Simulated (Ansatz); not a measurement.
The system is CsLiCr2Te2S3.

```xyz
9
Lattice="3.6036 0.0000 0.0000 -1.8018 3.1208 0.0000 0.0000 0.0000 19.0665" Properties=species:S:1:pos:R:3 pbc="T T T"
Cs    0.0000    0.0000    7.1307
Li    1.8018    1.0403    0.3064
Cr    0.0000    0.0000   16.5187
Cr    0.0000    2.0805    3.2095
Te    0.0000    2.0805   10.2751
Te    1.8018    1.0403   14.7338
S     0.0000    0.0000    1.9124
S     0.0000    2.0805   17.7166
S     1.8018    1.0403    4.4631
```

The cell was built by a generator and needn't be a form met in nature.

- Program: Ansatz 0.2.0
- Task: relaxation of cell and atoms
- Functional: r2SCAN
- Potentials or basis: Ansatz PAW
- Cutoff: 500 eV (not typed: the program's choice for these potentials)
- k mesh: 6 × 6 × 1
- Occupations: fermi-dirac, width 0.05 eV
- Spin: collinear spin, ferromagnetic start
- Starting moments: [0.0, 0.0, 3.0, 3.0, 0.0, 0.0, 0.0, 0.0, 0.0] μB

At the start: volume 23.82 Å³/atom.

Question: How do energy, volume and symmetry change on relaxing?

Answer: It ends after 6 steps and the volume is 23.29 Å³/atom (-2.2 %); space group P3m1 (No. 156, to 0.05 Å); moment 5.96 μB per cell.

Step by step:
| step | energy change (eV) | largest force (eV/Å) | volume (Å³) |
| --- | --- | --- | --- |
| 1 | 0.0000 | 0.2815 | 214.42 |
| 2 | -0.0125 | 0.1338 | 210.61 |
| 3 | -0.0183 | 0.0450 | 210.61 |
| 4 | -0.0195 | 0.0198 | 209.62 |
| 5 | -0.0195 | 0.0044 | 209.65 |
| 6 | -0.0187 | 0.0044 | 209.65 |

Final structure:
```cif
data_structure
_symmetry_space_group_name_H-M 'P 1'
_symmetry_Int_Tables_number 1
_cell_length_a 3.5985
_cell_length_b 3.5985
_cell_length_c 18.6949
_cell_angle_alpha 90.000
_cell_angle_beta 90.000
_cell_angle_gamma 120.000
_cell_volume 209.65
loop_
_atom_site_label
_atom_site_type_symbol
_atom_site_fract_x
_atom_site_fract_y
_atom_site_fract_z
_atom_site_occupancy
Cs1 Cs 0.00000 0.00000 0.37972 1
Li1 Li 0.66667 0.33333 0.01336 1
Cr1 Cr 0.00000 0.00000 0.85914 1
Cr2 Cr 0.33333 0.66667 0.17027 1
Te1 Te 0.33333 0.66667 0.54910 1
Te2 Te 0.66667 0.33333 0.76358 1
S1 S 0.00000 0.00000 0.10072 1
S2 S 0.33333 0.66667 0.92577 1
S3 S 0.66667 0.33333 0.23834 1
```

Caveat: the magnetic or orbital state may not be the lowest; the plane-wave basis is chosen anew once the cell has moved, so the energies of steps on either side of that aren't comparable; only a ferromagnetic start was run, and an antiferromagnetic order may lie lower in energy; the PAW data sets come from PBE, with cores solved anew for the run's functional, which leaves a small shift of forces and pressure.
